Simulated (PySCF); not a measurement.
Cl2C, in a box:

```
Cl C
1.0
    12.00000    0.00000    0.00000
     0.00000   11.00000    0.00000
     0.00000    0.00000   11.00000
Cl C
2 1
Direct
  0.59449 0.45700 0.55304
  0.40768 0.57007 0.45315
  0.47213 0.43375 0.47721
```

Base run:

| Property | Result |
| --- | --- |
| Program | PySCF 2.14.0 |
| Functional | SCAN |
| Dispersion | D3(BJ) |
| Potentials or basis | pob-tzvp-rev2 (all-electron) |
| k mesh | 1 × 1 × 1 |
| Occupations | fixed |
| Spin | no spin polarisation |

Its results: gap between the frontier levels 2.36 eV.

**Question.** After a change of settings the same cell gave: gap between the frontier levels 4.63 eV. Which change was it?
A. functional from SCAN to PBE; dispersion from D3(BJ) to none
B. functional from SCAN to AM05; dispersion from D3(BJ) to none
C. functional from SCAN to r2SCAN0

**Answer.** C.

r2SCAN0 gives the wider gap, since exact exchange removes part of the self-interaction.

Caveats: this is a molecule in a periodic box at the Γ point, so its band gap is the HOMO-LUMO gap; the basis of atomic orbitals isn't converged, which shifts pressures, moduli and gaps.
